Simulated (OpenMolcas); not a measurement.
# Ho³⁺ among point charges: CASSCF levels and susceptibility

Aim: the splitting of the states of Ho³⁺ in the field of 4 point charges, its lowest levels with spin-orbit coupling and its magnetic susceptibility.

Program: OpenMolcas 26.06. Level of theory: state-averaged CASSCF, spin-orbit coupling by RASSI with atomic mean-field integrals. These are calculated values, not measurements, unless marked.

**1. The system**

| Property | Result |
| --- | --- |
| Species | Ho³⁺ (holmium, Z = 67, 64 electrons) |
| Basis | ANO-RCC-VTZP [8s7p5d3f2g1h], 104 functions |
| Scalar Hamiltonian | DKH2, point nucleus |
| Inactive shells | 1s 2s 2p 3s 3p 3d 4s 4p 4d 5s 5p |
| Active space | 10 electrons in 7 orbitals (4f) |
| Some configurations of this space | 4f10 |
| Orbitals | optimised for the highest spin of each parity, averaged over all roots |

The outer shells:

4f10
```
4f [↑↓][↑↓][↑↓][↑ ][↑ ][↑ ][↑ ]
```

The ion sits among 4 point charges of -1.5 e arranged as a tetrahedron (Td), 2.27 Å from the ion.

The work runs as a chain of OpenMolcas steps in one folder; each step below is one input file. Labels, J, g values, rates, χT and fits are worked out afterwards by a script from the matrices that RASSI stores.

**2. GATEWAY and SEWARD: basis and integrals**

a.inp

```
&GATEWAY
Coord
1

Ho 0.0 0.0 0.0
Basis=ANO-RCC-VTZP
Group=NoSym
NoMove
AngMom=0.0 0.0 0.0
AMFI
XField
4 Angstrom 0
1.310585 1.310585 1.310585 -1.500000
1.310585 -1.310585 -1.310585 -1.500000
-1.310585 1.310585 -1.310585 -1.500000
-1.310585 -1.310585 1.310585 -1.500000
&SEWARD
```

Launch:

```
> OMP_NUM_THREADS=1 MOLCAS_MEM=2252 MOLCAS_PROJECT=a pymolcas a.inp > a.log
```

**3. CASSCF: quintets, 35 roots**

a.inp

```
&RASSCF
FileOrb=start.orb
Symmetry=1
Spin=5
nActEl=10 0 0
Inactive=27
Ras2=7
CIRoot=35 35 1
SDav=35
CIMx=300
Iter=120 100
PrWF=0.3
OrbListing=Nothing
MaxOrb=0
>>> COPY $Project.JobIph JOB001
```

start.orb holds the contracted functions of the basis, ordered by shell, or the orbitals of the step before.

**4. Reference wave functions, triplets, 162 roots**

a.inp

```
&RASSCF
FileOrb=start.orb
Symmetry=1
Spin=3
nActEl=10 0 0
Inactive=27
Ras2=7
CIRoot=162 162 1
SDav=210
CIMx=300
Iter=120 100
PrWF=0.3
OrbListing=Nothing
MaxOrb=0
CIOnly
>>> COPY $Project.JobIph JOB002
```

**5. Reference wave functions, singlets, 162 roots**

a.inp

```
&RASSCF
FileOrb=start.orb
Symmetry=1
Spin=1
nActEl=10 0 0
Inactive=27
Ras2=7
CIRoot=162 162 1
SDav=196
CIMx=300
Iter=120 100
PrWF=0.3
OrbListing=Nothing
MaxOrb=0
CIOnly
>>> COPY $Project.JobIph JOB003
```

**6. RASSI: spin-orbit coupling between the states**

a.inp

```
&RASSI
NrOfJobIphs=3 30 99 31
1 2 3 4 5 6 7 8 9 10 11 12 13 14 15 16 17 18 19 20 21 22 23 24 25 26 27
28 29 30
1 2 3 4 5 6 7 8 9 10 11 12 13 14 15 16 17 18 19 20 21 22 23 24 25 26 27
28 29 30 31 32 33 34 35 36 37 38 39 40 41 42 43 44 45 46 47 48 49 50 51
52 53 54 55 56 57 58 59 60 61 62 63 64 65 66 67 68 69 70 71 72 73 74 75
76 77 78 79 80 81 82 83 84 85 86 87 88 89 90 91 92 93 94 95 96 97 98 99
1 2 3 4 5 6 7 8 9 10 11 12 13 14 15 16 17 18 19 20 21 22 23 24 25 26 27
28 29 30 31
IphNames
JOB001
JOB002
JOB003
EJob
SpinOrbit
DIPRint=1.0
SOCoupling=1000.0
Subsets=2
Property=9
'ANGMOM' 1 'ANGMOM' 2 'ANGMOM' 3 'MLTPL  1' 1 'MLTPL  1' 2 'MLTPL  1' 3
'AMFI' 1 'AMFI' 2 'AMFI' 3
SOProperty=3
'ANGMOM' 1 'ANGMOM' 2 'ANGMOM' 3
```

**Question.** What will these runs give? Wanted: spin-free ground state; first state of the same spin within the active space; lowest level; next level.

As calculated:

| quantity | value |
| --- | --- |
| method | CASSCF |
| spin-free ground state | 5A1, 1-fold in its orbital part |
| first state of the same spin within the active space | 5T1 at 16.1 cm⁻¹ |
| lowest level | 3-fold T2 |
| next level | 5.6 cm⁻¹ |
| χT at 300 K | 13.92 cm³ K/mol |
| effective moment at 300 K | 10.55 μB |

What this shows: The spin-free ground state (5A1) comes to 100 % from free-ion I terms and keeps the highest spin of the shell. The triplets, singlets rest on orbitals optimised for another spin in at least one step, which raises them against the optimised states. Not all states of the active space went into the spin-orbit step. High states of lower spin are left out of the spin-orbit mixing, and CASSCF puts spin-flip levels too high. This is an electrostatic model: the charges have no orbitals.
